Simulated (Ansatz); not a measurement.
# CH3FO2Si: basis-set convergence

Aim: see how fast density functionals converge with the basis set for CH3FO2Si.

Method: one geometry, several basis sets; program: Ansatz 0.2.0, Gaussian basis.

Plan: PBE0-D4/def2-SVP; ωB97M-V/def2-SVP; PBE0-D4/def2-QZVPP; ωB97M-V/def2-QZVPP; the functionals' def2-TZVPP values are taken from earlier runs.

## 1. The relaxed structure

An earlier PBE0-D4 in a triple-zeta def2 set relaxation fixed the geometry.

8 atoms, charge 0, spin multiplicity 1.

Atoms are counted from 1 here; the program's logs count them from 0.

Bond lengths: O1–Si2 1.615 Å, O1–H6 0.959 Å, Si2–F3 1.574 Å, Si2–C4 1.783 Å, Si2–O5 1.624 Å, C4–O5 1.530 Å, C4–H7 1.088 Å, C4–H8 1.088 Å. Angles: Si2–O1–H6 117.3°, O1–Si2–F3 104.8°, O1–Si2–C4 129.1°, O1–Si2–O5 120.9°, F3–Si2–C4 121.8°, F3–Si2–O5 119.0°, C4–Si2–O5 53.1°, Si2–C4–O5 58.1°, Si2–C4–H7 123.7°, Si2–C4–H8 122.5°, O5–C4–H7 111.5°, O5–C4–H8 111.5°, H7–C4–H8 112.8°, Si2–O5–C4 68.8°.

## 2. PBE0-D4 in def2-SVP

Contents of in.yaml:

```yaml
crystal:
  periodic: [false, false, false]
  atoms:
    - {symbol: O, position_ang: [-0.166609, 1.155292, 1.523313]}
    - {symbol: Si, position_ang: [0.498506, 0.217800, 0.388455]}
    - {symbol: F, position_ang: [1.969621, -0.037527, 0.887845]}
    - {symbol: C, position_ang: [-0.296831, -0.865608, -0.782998]}
    - {symbol: O, position_ang: [0.240824, 0.507876, -1.188211]}
    - {symbol: H, position_ang: [-1.013019, 1.557954, 1.320281]}
    - {symbol: H, position_ang: [-1.374944, -0.926292, -0.912968]}
    - {symbol: H, position_ang: [0.234552, -1.666694, -1.291516]}
basis:
  gaussian: {orbitals: def2-SVP}
hamiltonian: {xc: pbe0, dispersion: d4}
output: {orbitals: {seedname: orbitals}}
```

On the command line:

```bash
ansatz run in.yaml --threads 2 --pin off --events-out ev --progress --plain --max-ram 4352MiB
```

The program printed:

```text
Functional definition: PBE0
  name "PBE0"
  cite "Adamo & Barone, J. Chem. Phys. 110, 6158 (1999) doi:10.1063/1.478522"
  cite "Perdew, Burke & Ernzerhof, Phys. Rev. Lett. 77, 3865 (1996) doi:10.1103/PhysRevLett.77.3865"
  parent pbe
  parameter a = 0.25
  parameter kappa = 0.804
  parameter beta = 0.06672455060314922
  exchange = (1 - a)*pbe_x(kappa = kappa, mu = beta*pi^2/3) + a*exact_x
  correlation = pbe_c(beta = beta)
962 factors; their error is unknown
mean field evaluation 1: about -15749.0368 eV, gradient 6.3e1 eV
mean field evaluation 2: about -15742.9889 eV, gradient 8.6e1 eV
mean field evaluation 4: about -15756.2628 eV, gradient 3.0e0 eV
mean field evaluation 8: about -15756.3381 eV, gradient 1.5e-1 eV
mean field -15756.33814158 eV, -579.0347466736 hartree, gradient 4.7e-5 eV, S^2 0.000000; 0 other end points of the search recorded, 0 dependent functions left out
reference -15756.33816400 eV, -579.0347474976 hartree; 24, 24 occupied and 65, 65 virtual orbitals, 962 factors
Total energy: -15756.46744266 eV, -579.0394984005 hartree
```

Wall time 1.1 s (2 threads of Arm Neoverse V1, shared host).

## 3. ωB97M-V in def2-SVP

Edit in.yaml of step 2 so:

```diff
@@ -13,3 +13,3 @@
   gaussian: {orbitals: def2-SVP}
-hamiltonian: {xc: pbe0, dispersion: d4}
+hamiltonian: {xc: {name: wB97M-V}}
 output: {orbitals: {seedname: orbitals}}
```

Same command.

The program printed:

```text
Functional definition: wB97M-V
  name "wB97M-V"
  cite "Mardirossian & Head-Gordon, J. Chem. Phys. 144, 214110 (2016) doi:10.1063/1.4952647"
  cite "Becke, J. Chem. Phys. 107, 8554 (1997) doi:10.1063/1.475007"
  cite "Vydrov & Van Voorhis, J. Chem. Phys. 133, 244103 (2010) doi:10.1063/1.3521275"
  # Of w^i u^j: cxij and so on, Table III.
  parameter omega = 0.3/bohr
  parameter cx = 0.15
  parameter cx01 = 1.007
  parameter cx10 = 0.259
  parameter css00 = 0.443
  parameter css04 = -1.437
  parameter css10 = -4.535
  parameter css20 = -3.390
  parameter css43 = 4.278
  parameter cos00 = 1.000
  parameter cos10 = 1.358
  parameter cos20 = 2.924
  parameter cos21 = -8.812
  parameter cos60 = -1.390
  parameter cos61 = 9.142
  parameter b = 6.0
  parameter c = 0.01
  gx(w, u) = 1 - cx + cx01*u + cx10*w
  gss(w, u) = css00 + css04*u^4 + css10*w + css20*w^2 + css43*w^4*u^3
  gos(w, u) = cos00 + cos10*w + (cos20 + cos21*u)*w^2 + (cos60 + cos61*u)*w^6
  exchange = spin_sum(e_x_unif_sr(omega)*gx(b97_w, b97_u_x)) + cx*exact_x_sr(omega) + exact_x_lr(omega)
  correlation = spin_sum(e_c_pw_mod_same_spin*gss(b97_w, b97_u_same))
      + integral(e_c_pw_mod_opposite_spin*gos(b97_w_opposite, b97_u_opposite)) + vv10(b, c)
962 factors; their error is unknown
228 factors; integrals over basis functions are off by at most 6.7e-6 eV
mean field evaluation 1: about -15759.2072 eV, gradient 5.7e1 eV
mean field evaluation 2: about -15759.3385 eV, gradient 5.9e1 eV
mean field evaluation 4: about -15765.0316 eV, gradient 2.2e0 eV
mean field evaluation 8: about -15765.0441 eV, gradient 2.7e-2 eV
mean field evaluation 16: about -15765.0557 eV, gradient 3.9e-5 eV
mean field -15765.05570184 eV, -579.3551111040 hartree, gradient 2.0e-5 eV, S^2 0.000000; 0 other end points of the search recorded, 0 dependent functions left out
reference -15765.05573640 eV, -579.3551123741 hartree; 24, 24 occupied and 65, 65 virtual orbitals, 962 factors
Total energy: -15765.05573640 eV, -579.3551123741 hartree
```

Wall time 5.5 s (2 threads of Arm Neoverse V1, shared host).

## 4. PBE0-D4 in def2-QZVPP

Edit in.yaml of step 3 so:

```diff
@@ -12,4 +12,4 @@
 basis:
-  gaussian: {orbitals: def2-SVP}
-hamiltonian: {xc: {name: wB97M-V}}
+  gaussian: {orbitals: "def2-QZVPP.json"}
+hamiltonian: {xc: pbe0, dispersion: d4}
 output: {orbitals: {seedname: orbitals}}
```

Same command.

The program printed:

```text
Functional definition: PBE0
  name "PBE0"
  cite "Adamo & Barone, J. Chem. Phys. 110, 6158 (1999) doi:10.1063/1.478522"
  cite "Perdew, Burke & Ernzerhof, Phys. Rev. Lett. 77, 3865 (1996) doi:10.1103/PhysRevLett.77.3865"
  parent pbe
  parameter a = 0.25
  parameter kappa = 0.804
  parameter beta = 0.06672455060314922
  exchange = (1 - a)*pbe_x(kappa = kappa, mu = beta*pi^2/3) + a*exact_x
  correlation = pbe_c(beta = beta)
1281 factors; their error is unknown
mean field evaluation 1: about -15760.8482 eV, gradient 7.5e1 eV
mean field evaluation 2: about -15751.0675 eV, gradient 1.1e2 eV
mean field evaluation 4: about -15770.1222 eV, gradient 5.2e0 eV
mean field evaluation 8: about -15770.1736 eV, gradient 3.1e-1 eV
mean field evaluation 16: about -15770.1736 eV, gradient 2.3e-5 eV
mean field -15770.17364375 eV, -579.5431920000 hartree, gradient 2.3e-5 eV, S^2 0.000000; 0 other end points of the search recorded, 0 dependent functions left out
reference -15770.17367686 eV, -579.5431932171 hartree; 24, 24 occupied and 364, 364 virtual orbitals, 1281 factors
Total energy: -15770.30295552 eV, -579.5479441200 hartree
```

It took 8.5 s on 2 threads of Arm Neoverse V1, shared host; peak memory 1.1 GiB.

## 5. ωB97M-V in def2-QZVPP

Edit in.yaml of step 4 so:

```diff
@@ -13,3 +13,3 @@
   gaussian: {orbitals: "def2-QZVPP.json"}
-hamiltonian: {xc: pbe0, dispersion: d4}
+hamiltonian: {xc: {name: wB97M-V}}
 output: {orbitals: {seedname: orbitals}}
```

The command is unchanged.

The program printed:

```text
Functional definition: wB97M-V
  name "wB97M-V"
  cite "Mardirossian & Head-Gordon, J. Chem. Phys. 144, 214110 (2016) doi:10.1063/1.4952647"
  cite "Becke, J. Chem. Phys. 107, 8554 (1997) doi:10.1063/1.475007"
  cite "Vydrov & Van Voorhis, J. Chem. Phys. 133, 244103 (2010) doi:10.1063/1.3521275"
  # Of w^i u^j: cxij and so on, Table III.
  parameter omega = 0.3/bohr
  parameter cx = 0.15
  parameter cx01 = 1.007
  parameter cx10 = 0.259
  parameter css00 = 0.443
  parameter css04 = -1.437
  parameter css10 = -4.535
  parameter css20 = -3.390
  parameter css43 = 4.278
  parameter cos00 = 1.000
  parameter cos10 = 1.358
  parameter cos20 = 2.924
  parameter cos21 = -8.812
  parameter cos60 = -1.390
  parameter cos61 = 9.142
  parameter b = 6.0
  parameter c = 0.01
  gx(w, u) = 1 - cx + cx01*u + cx10*w
  gss(w, u) = css00 + css04*u^4 + css10*w + css20*w^2 + css43*w^4*u^3
  gos(w, u) = cos00 + cos10*w + (cos20 + cos21*u)*w^2 + (cos60 + cos61*u)*w^6
  exchange = spin_sum(e_x_unif_sr(omega)*gx(b97_w, b97_u_x)) + cx*exact_x_sr(omega) + exact_x_lr(omega)
  correlation = spin_sum(e_c_pw_mod_same_spin*gss(b97_w, b97_u_same))
      + integral(e_c_pw_mod_opposite_spin*gos(b97_w_opposite, b97_u_opposite)) + vv10(b, c)
1261 factors; their error is unknown
288 factors; integrals over basis functions are off by at most 8.4e-6 eV
mean field evaluation 1: about -15771.9089 eV, gradient 6.7e1 eV
mean field evaluation 2: about -15771.4077 eV, gradient 7.2e1 eV
mean field evaluation 4: about -15779.0340 eV, gradient 2.9e0 eV
mean field evaluation 8: about -15779.0522 eV, gradient 5.0e-2 eV
mean field evaluation 16: about -15779.0529 eV, gradient 1.0e-4 eV
mean field -15779.05294878 eV, -579.8695004416 hartree, gradient 4.4e-5 eV, S^2 0.000000; 0 other end points of the search recorded, 0 dependent functions left out
reference -15779.05300132 eV, -579.8695023724 hartree; 24, 24 occupied and 364, 364 virtual orbitals, 1261 factors
Total energy: -15779.05300132 eV, -579.8695023724 hartree
```

Wall time 22 s (2 threads of Arm Neoverse V1, shared host); peak memory 1.2 GiB.

## 6. Density functionals: the series

The def2-TZVPP values come from earlier runs at the same geometry.

| functional | basis | functions | energy (eV) | from the largest (eV) | HOMO (eV) | LUMO (eV) |
| --- | --- | --- | --- | --- | --- | --- |
| PBE0-D4 | def2-SVP | 89 | -15756.4674 | 13.836 | -7.85 | 0.40 |
| PBE0-D4 | def2-TZVPP | 208 | -15769.5625 | 0.740 | -7.99 | 0.02 |
| PBE0-D4 | def2-QZVPP | 388 | -15770.3030 | 0.000 | -8.03 | -0.28 |
| ωB97M-V | def2-SVP | 89 | -15765.0557 | 13.997 | -10.13 | 2.22 |
| ωB97M-V | def2-TZVPP | 208 | -15778.3581 | 0.695 | -10.29 | 1.68 |
| ωB97M-V | def2-QZVPP | 388 | -15779.0530 | 0.000 | -10.34 | 1.11 |

## 7. What came out

| quantity | value |
| --- | --- |
| PBE0-D4: double and triple zeta above quadruple | 13.84, 0.74 eV |
| ωB97M-V: double and triple zeta above quadruple | 14.00, 0.69 eV |

What this shows: PBE0-D4 gains 13.10 eV from double to triple zeta, then 0.74 eV more. These are total energies; as a rule much of such shifts cancels in differences, which this series doesn't test. The LUMO of ωB97M-V is positive and keeps falling with the basis (2.22 to 1.11 eV): an unbound level that the basis holds in place.

For PBE0-D4 the largest set took about 8 times as long as the smallest (8.5 s against 1.1 s).
